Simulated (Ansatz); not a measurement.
**GaGeH7Si: one species, many methods**

An exercise on one series of results from a longer session: the logs are not shown, and one member is left open.

Program: Ansatz 0.2.0, Gaussian basis. Level of theory: functionals in def2-TZVPP, the program's frozen cores in correlated methods. These are calculated values, not measurements.

Plan: LDA (SPW92), PBE-D4, revPBE-D4, BLYP-D4, r2SCAN-D4, B97M-V, PBE0-D4, B3LYP-D4, r2SCANh-D4, r2SCAN0-D4, HSE06-D4, BHLYP-D4, CAM-B3LYP-D4, LC-ωPBE, ωB97X-V, ωB97M-V, B2PLYP, PBE-QIDH; CCSD(T)/def2-SVP; CCSD(T)/def2-TZVPP; MP2/def2-QZVPP; extrapolation to the limit; RPA on PBE.

### Structure used throughout

The geometry comes from an earlier relaxation with PBE0-D4 in a triple-zeta def2 set; it is a stationary point, not always the lowest conformer.

10 atoms, charge 0, spin multiplicity 1.

Atoms are counted from 1 here; the program's logs count them from 0.

Bond lengths: Si1–Ge2 2.384 Å, Si1–H4 1.487 Å, Si1–H5 1.488 Å, Si1–H6 1.488 Å, Ge2–Ga3 2.438 Å, Ge2–H7 1.542 Å, Ge2–H8 1.542 Å, Ga3–H9 1.572 Å, Ga3–H10 1.571 Å. Angles: Ge2–Si1–H4 111.4°, Ge2–Si1–H5 109.9°, Ge2–Si1–H6 109.8°, H4–Si1–H5 108.7°, H4–Si1–H6 108.7°, H5–Si1–H6 108.2°, Si1–Ge2–Ga3 110.3°, Si1–Ge2–H7 107.6°, Si1–Ge2–H8 107.5°, Ga3–Ge2–H7 112.0°, Ga3–Ge2–H8 111.9°, H7–Ge2–H8 107.3°, Ge2–Ga3–H9 120.2°, Ge2–Ga3–H10 120.3°, H9–Ga3–H10 119.5°.

Set-up of the first run:

Input file in.yaml:

```yaml
crystal:
  periodic: [false, false, false]
  atoms:
    - {symbol: Si, position_ang: [-1.404444, 0.834167, -0.770443]}
    - {symbol: Ge, position_ang: [0.070087, -0.957793, -0.224600]}
    - {symbol: Ga, position_ang: [1.834712, -0.178917, 1.266651]}
    - {symbol: H, position_ang: [-2.487889, 0.387060, -1.685609]}
    - {symbol: H, position_ang: [-0.645233, 1.930797, -1.429822]}
    - {symbol: H, position_ang: [-2.021260, 1.375544, 0.470637]}
    - {symbol: H, position_ang: [0.636426, -1.514439, -1.546609]}
    - {symbol: H, position_ang: [-0.775118, -2.075909, 0.418788]}
    - {symbol: H, position_ang: [1.626040, -0.211023, 2.823941]}
    - {symbol: H, position_ang: [3.166690, 0.410511, 0.677055]}
basis:
  gaussian: {orbitals: def2-TZVPP}
hamiltonian: {xc: lda}
output: {orbitals: {seedname: orbitals}}
```

Launch:

```console
ansatz run in.yaml --threads 2 --pin off --events-out ev --progress --plain --max-ram 31744MiB --backend cpu
```

Steps of the session up to this table: LDA; PBE-D4 (GGA); revPBE-D4 (GGA); BLYP-D4 (GGA); r2SCAN-D4 (meta-GGA); B97M-V (meta-GGA); B3LYP-D4 (hybrid); r2SCANh-D4 (hybrid); r2SCAN0-D4 (hybrid); HSE06-D4 (hybrid); BHLYP-D4 (hybrid); CAM-B3LYP-D4 (range-separated); LC-ωPBE (range-separated); ωB97X-V (range-separated); ωB97M-V (range-separated); B2PLYP (double hybrid); PBE-QIDH (double hybrid).

One table of the session follows, with a row left open; its other results are not shown here.

| functional | HOMO (eV) | LUMO (eV) | gap (eV) |
| --- | --- | --- | --- |
| LDA (SPW92) | -6.53 | -3.18 | 3.35 |
| PBE-D4 | -6.42 | -2.93 | 3.48 |
| revPBE-D4 | -6.37 | -2.82 | 3.55 |
| BLYP-D4 | -6.26 | -2.86 | 3.40 |
| r2SCAN-D4 | -6.67 | -2.72 | 3.95 |
| B97M-V | -6.76 | -2.96 | 3.81 |
| PBE0-D4 | -7.42 | -2.17 | 5.25 |
| B3LYP-D4 | -7.21 | -2.41 | 4.80 |
| r2SCANh-D4 | -7.03 | -2.45 | 4.58 |
| r2SCAN0-D4 | -7.58 | -2.05 | 5.53 |
| HSE06-D4 | -7.03 | -2.53 | 4.50 |
| BHLYP-D4 | -8.29 | -1.42 | 6.87 |
| CAM-B3LYP-D4 | ? | ? | ? |
| LC-ωPBE | -9.87 | -0.11 | 9.76 |
| ωB97X-V | -9.55 | -0.27 | 9.29 |
| ωB97M-V | -9.37 | -0.48 | 8.89 |

**Question.** Estimate the row for CAM-B3LYP-D4.

**Answer.** HOMO (eV): -8.60; LUMO (eV): -1.26; gap (eV): 7.34. In the column «HOMO (eV)» it lies between ωB97M-V (-9.37) and BHLYP-D4 (-8.29).
